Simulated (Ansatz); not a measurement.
Run this with Ansatz 0.2.0 through its Python package and show what comes out.

`bde_c3h3fo.py`
```python
"""X-H bond energies and deprotonation of C3H3FO without relaxation."""

import ansatz as az

BASIS_SET = "def2-TZVP"
FUNCTIONAL = "cam_b3lyp"


def total_energy(molecule, charge=0, unpaired=0):
    calc = molecule.calculation().basis(gaussian=BASIS_SET).functional(FUNCTIONAL)
    if charge:
        calc = calc.charge(charge)
    if unpaired:
        calc = calc.spin("collinear", total=unpaired)
    return calc.run(threads=1).report["free_energy_ev"]

def without(molecule, index):
    rest = az.Crystal.molecule()
    for i, site in enumerate(molecule.cartesian_sites):
        if i != index:
            rest = rest.atom(site.symbol, site.position_ang)
    return rest

geometry = (
    az.Crystal.molecule()
    .atom("F", [-1.3543, -0.4953, 1.6846])
    .atom("C", [-0.8944, 0.5131, 0.8887])
    .atom("C", [-0.0465, 0.2552, -0.0647])
    .atom("C", [0.8767, -0.582, -0.8039])
    .atom("O", [0.6834, 0.8923, -0.9925])
    .atom("H", [-1.2907, 1.5022, 1.139])
    .atom("H", [1.74, -0.9521, -0.343])
    .atom("H", [0.378, -1.1904, -1.564])
)

whole = total_energy(geometry, 0)
hydrogen = total_energy(az.Crystal.molecule().atom("H", (0, 0, 0)), 0, 1)
print(f"E(molecule) = {whole:.5f} eV, E(H) = {hydrogen:.5f} eV")
for index in [5, 7]:
    radical = total_energy(without(geometry, index), 0, 1)
    print(f"H{index}: homolysis {(radical + hydrogen - whole):.3f} eV")
    anion = total_energy(without(geometry, index), -1)
    print(f"H{index}: loss of a proton {(anion - whole):.3f} eV")
```

`python bde_c3h3fo.py` gives:
```text
E(molecule) = -7921.10975 eV, E(H) = -13.57334 eV
H5: homolysis 5.279 eV
H5: loss of a proton 17.414 eV
H7: homolysis 4.966 eV
H7: loss of a proton 17.286 eV
```

Reading the output:
- Total energies depend on the basis set; only differences at equal settings carry meaning.
- The geometry is a force-field or estimated start, not a minimum of this method, and the basis set is short of its limit. All parts are taken at fixed geometry, without zero-point energy.
- Anions want diffuse functions, which this basis lacks.
- The whole script took 30 s on 1 thread of Arm Neoverse V2 (shared host), peak memory 0.46 GiB.

(Lines on the test bed's own set-up are left out of the output.)
